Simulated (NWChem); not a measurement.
# GaH3S (SMILES [SH][GaH2]): levels of theory compared

Wanted: a comparison of 3 runs (MP2/def2-SVP, MP2/def2-SVPD, MP2/def2-TZVP) of GaH3S. 

The results are computed with NWChem 7.3.0.

### 1 The molecule

The species is GaH3S (5 atoms), meant as a singlet with charge 0. As SMILES, `[SH][GaH2]`. The shape is that of a PBE0-D4/def2-TZVP optimisation.

Bond lengths: S1–Ga2 2.199 Å, S1–H3 1.343 Å, Ga2–H4 1.559 Å, Ga2–H5 1.560 Å. Angles: S1–Ga2–H4 115.2°, S1–Ga2–H5 118.1°, Ga2–S1–H3 95.0°, H4–Ga2–H5 126.7°.

### 2 Energy and forces at MP2/def2-SVP (run 1)

a.xyz reads:

```xyz
5

S      0.039000    -1.453300     0.684400
Ga    -0.329300     0.433200    -0.383400
H      1.263800    -1.108400     1.113300
H     -1.711200     0.532500    -1.097900
H      0.787500     1.522400    -0.357800
```

a.nw reads:

```
start a
memory total 2200 mb
charge 0

geometry units angstroms noautosym nocenter noautoz
 load format xyz a.xyz
end

basis spherical bse
 * library def2-SVP
end

scf
 thresh 1e-08
 maxiter 80
 print low
end

mp2
 freeze core 14
 tight
end

task mp2 gradient
```

The run is started by

```
nwchem a.nw > a.out
```

Output:

```text
[...]
  functions       =    65
[...]
  wavefunction    = RHF
[...]
         Total SCF energy =  -2322.176435435511
      One-electron energy =  -3552.385696853257
      Two-electron energy =   1071.602792305051
 Nuclear repulsion energy =    158.606469112695
        Time for solution =      7.6s
[...]
          Total MP2 energy         -2322.527090592439
[...]
                         mp2 ENERGY GRADIENTS
    atom               coordinates                        gradient
                 x          y          z           x          y          z
   1 S       0.073699  -2.746339   1.293328   -0.000442  -0.000616   0.000076
   2 Ga     -0.622287   0.818629  -0.724521    0.000090  -0.000402   0.000240
   3 H       2.388236  -2.094572   2.103832    0.000679   0.000010   0.000323
   4 H      -3.233699   1.006279  -2.074730   -0.002275  -0.000307  -0.000957
   5 H       1.488159   2.876919  -0.676144    0.001948   0.001315   0.000318
[...]
```

Wall time 21 s (1 thread of AMD EPYC 7R13 (Zen 3), shared host); peak memory 0.15 GiB.

### 3 Energy and gradient at MP2/def2-SVPD (run 2)

calc.nw reads:

```
start calc
title "GaH3S"
memory 2200 mb
charge 0

geometry units atomic noautosym nocenter noautoz
  S   0.07369932 -2.74633898  1.29332856
  Ga -0.62228681  0.81862936 -0.72452100
  H   2.38823588 -2.09457244  2.10383209
  H  -3.23369934  1.00627916 -2.07473031
  H   1.48815932  2.87691905 -0.67614401
end

basis spherical bse
  * library def2-SVPD
end

scf
  thresh 1e-08
  maxiter 80
  noprint "final vectors analysis"
end

mp2
  freeze core 14
  tight
end

task mp2 gradient
```

The run is started by

```
nwchem calc.nw > calc.out
```

Output:

```text
[...]
  functions       =    89
[...]
  wavefunction    = RHF
[...]
         Total SCF energy =  -2322.183752554677
      One-electron energy =  -3552.162597355151
      Two-electron energy =   1071.372387262818
 Nuclear repulsion energy =    158.606457537656
        Time for solution =     13.7s
[...]
          Total MP2 energy         -2322.549795447561
[...]
                         mp2 ENERGY GRADIENTS
    atom               coordinates                        gradient
                 x          y          z           x          y          z
   1 S       0.073699  -2.746339   1.293329    0.000276   0.004385  -0.001936
   2 Ga     -0.622287   0.818629  -0.724521    0.001576  -0.006500   0.003835
   3 H       2.388236  -2.094572   2.103832   -0.001433   0.000014  -0.000700
   4 H      -3.233699   1.006279  -2.074730   -0.002948  -0.000067  -0.001396
   5 H       1.488159   2.876919  -0.676144    0.002529   0.002167   0.000197
[...]
```

It took 39 s on 1 thread of AMD EPYC 7R13 (Zen 3), shared host; peak memory 0.24 GiB.

### 4 Energy and forces at MP2/def2-TZVP (run 3)

gah3s.nw reads:

```
start gah3s
memory 2200 mb
geometry units angstroms noautosym nocenter noautoz
  S      0.039000    -1.453300     0.684400
  Ga    -0.329300     0.433200    -0.383400
  H      1.263800    -1.108400     1.113300
  H     -1.711200     0.532500    -1.097900
  H      0.787500     1.522400    -0.357800
end
basis spherical bse
  S library def2-TZVP
  Ga library def2-TZVP
  H library def2-TZVP
end
scf
  thresh 1e-08
  maxiter 80
  print low
end
mp2
  freeze core 14
  tight
end
task mp2 gradient
```

The run is started by

```
nwchem gah3s.nw > gah3s.out
```

Output:

```text
[...]
  functions       =   103
[...]
  wavefunction    = RHF
[...]
         Total SCF energy =  -2322.563584705932
      One-electron energy =  -3553.056922919788
      Two-electron energy =   1071.886869101161
 Nuclear repulsion energy =    158.606469112695
        Time for solution =     37.7s
[...]
          Total MP2 energy         -2322.963032165626
[...]
                         mp2 ENERGY GRADIENTS
    atom               coordinates                        gradient
                 x          y          z           x          y          z
   1 S       0.073699  -2.746339   1.293328   -0.001720  -0.000978  -0.000370
   2 Ga     -0.622287   0.818629  -0.724521    0.000269  -0.001579   0.000882
   3 H       2.388236  -2.094572   2.103832    0.001961   0.000394   0.000761
   4 H      -3.233699   1.006279  -2.074730   -0.002875   0.000068  -0.001424
   5 H       1.488159   2.876919  -0.676144    0.002365   0.002095   0.000152
[...]
```

Run time: 1.7 min. Hardware: 1 thread of AMD EPYC 7R13 (Zen 3), shared host; peak memory 0.34 GiB.

### 5 Overview of the runs

| run | level | energy (Eh) | dipole moment (D) | correlation energy (mEh) | largest force (eV/Å) | wall time |
| --- | --- | --- | --- | --- | --- | --- |
| 1 | MP2/def2-SVP | -2322.527091 | 1.14 | -350.7 | 0.128 | 21 s |
| 2 | MP2/def2-SVPD | -2322.549795 | 1.21 | -366.0 | 0.396 | 39 s |
| 3 | MP2/def2-TZVP | -2322.963032 | 1.22 | -399.4 | 0.165 | 1.7 min |

### 6 Results

| quantity | value |
| --- | --- |
| run 3: total energy | -2322.96303 Eh |
| run 3: dipole moment (of the density that the program reports) | 1.22 D |
| run 3: correlation energy (14 core orbitals frozen) | -399.4 mEh |
| run 3: largest force on an atom | 0.165 eV/Å |

In words: The dipole moment (its size) runs from 1.14 D (MP2/def2-SVP) to 1.22 D (MP2/def2-TZVP). All runs together took 2.7 min, the longest 1.7 min.
